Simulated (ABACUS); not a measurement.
MnHg under changes of volume

One of the cells (17.908 Å³/atom); the others are scaled copies at fixed shape and fractional positions:

```
Hg Mn
1.0
     3.28800    0.00000    0.00000
     0.00000    3.28800    0.00000
     0.00000    0.00000    3.31300
Hg Mn
1 1
Direct
  0.00000 0.00000 0.00000
  0.50000 0.50000 0.50000
```

| Quantity | Value |
| --- | --- |
| Program | ABACUS 3.10.1 |
| Functional | PBE |
| Potentials or basis | PseudoDojo NC SR 0.4.1 PBE standard |
| Cutoff | 1320 eV |
| Density cutoff | 5279 eV |
| Basis | plane waves |
| k mesh | 8 × 8 × 8 |
| Occupations | fermi-dirac, width 0.05 eV |
| Spin | collinear spin, ferromagnetic start |
| Starting moments | [0.0, 4.0] μB |

```csv
volume (Å³/atom),energy over the lowest point (meV/atom),pressure (GPa),moment (μB per cell)
16.834,41.66,8.6,3.77
17.192,24.52,6.6,3.85
17.550,11.77,4.5,3.89
17.908,3.82,2.5,3.92
18.266,?,?,?
18.625,0.00,-0.5,4.01
18.983,2.30,-1.7,4.05
```

What does the run at 18.266 Å³/atom give?

Energy over the lowest point 0.29 meV/atom; pressure 0.9 GPa; moment 3.96 μB per cell.

Worked out: A Birch-Murnaghan fit of order 3 (a polynomial in V^(-2/3)) to the other rows has its minimum at 18.49 Å³/atom with B0 = V·E''(V) = 74 GPa and B' = 5.8 at fixed shape and positions, which overstates the stiffness. It gives 0.14 meV/atom at 18.266 Å³/atom, against the run's 0.29, and -dE/dV = 0.9 GPa, against 0.9. A parabola through the other rows of the moment, of slope 0.113 μB per Å³/atom there, gives 3.97 μB, against the run's 3.96.

Energies are extrapolated to zero smearing.
